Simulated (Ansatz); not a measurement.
# ClGe2H7: the cost of one run

All numbers below are computed with Ansatz 0.2.0 (RKS PBE-D4/def2-mTZVP).

### 1 The system as given

Bond lengths: Ge1–H3 1.550 Å, Ge1–Ge4 2.398 Å, Ge4–H5 1.550 Å, Ge4–H6 1.550 Å, Ge4–H7 1.550 Å, Ge1–H8 1.549 Å, Ge1–Cl9 2.520 Å, Ge4–Cl9 2.627 Å. Angles (14 of 17 angles, heavy atoms first): Ge4–Ge1–Cl9 64.5°, Ge1–Ge4–Cl9 60.0°, Ge1–Cl9–Ge4 55.5°, H3–Ge1–Ge4 109.5°, H3–Ge1–Cl9 75.6°, Ge4–Ge1–H8 109.5°, H8–Ge1–Cl9 173.5°, Ge1–Ge4–H5 109.5°, Ge1–Ge4–H6 109.5°, Ge1–Ge4–H7 109.5°, H5–Ge4–Cl9 154.6°, H6–Ge4–Cl9 59.6°, H7–Ge4–Cl9 96.0°, H3–Ge1–H8 109.5°.

Coordinates:

```xyz
10

Ge    0.0000    0.0000    0.0000
H     0.0000    0.0000    1.9000
H     1.4616    0.0000   -0.5162
Ge   -1.1304    1.9584   -0.7992
H    -2.6003    1.6043   -1.1405
H    -1.1048    3.0541    0.2968
H    -0.4177    2.4843   -2.0712
H    -0.7300   -1.2648   -0.5162
Cl    0.9447    2.1969    0.7946
H     0.3872    0.9005    1.9424
```

### 2 Pulling towards end A

Springs on the bonds that form and break draw the guess towards this end; the thresholds are loose.

File input.yaml:

```yaml
crystal:
  periodic: [false, false, false]
  atoms:
    - { symbol: Ge, position_ang: [0.0, 0.0, 0.0] }
    - { symbol: H, position_ang: [0.0, 0.0, 1.9] }
    - { symbol: H, position_ang: [1.4616, 0.0, -0.5162] }
    - { symbol: Ge, position_ang: [-1.1304, 1.9584, -0.7992] }
    - { symbol: H, position_ang: [-2.6003, 1.6043, -1.1405] }
    - { symbol: H, position_ang: [-1.1048, 3.0541, 0.2968] }
    - { symbol: H, position_ang: [-0.4177, 2.4843, -2.0712] }
    - { symbol: H, position_ang: [-0.73, -1.2648, -0.5162] }
    - { symbol: Cl, position_ang: [0.9447, 2.1969, 0.7946] }
    - { symbol: H, position_ang: [0.3872, 0.9005, 1.9424] }
basis:
  gaussian: { orbitals: def2-mTZVP }
hamiltonian:
  xc: pbe
  dispersion: d4
relax:
  f_tol: 0.15
  max_steps: 25
  restrain:
    - { distance: [0, 8], at: 3.42, k: 30.0 }
    - { distance: [9, 1], at: 1.86, k: 30.0 }
    - { distance: [0, 1], at: 1.55, k: 30.0 }
    - { distance: [9, 8], at: 1.37, k: 30.0 }
```

Run with:

```sh
> ansatz run input.yaml --threads 4 --pin off --max-ram 5120MiB --backend cpu --events-out ev --progress --plain --runs-dir out
```

What time and memory should one allow on 4 threads of Arm Neoverse V1, shared host?

About 12 s, with a peak of 0.17 GiB.
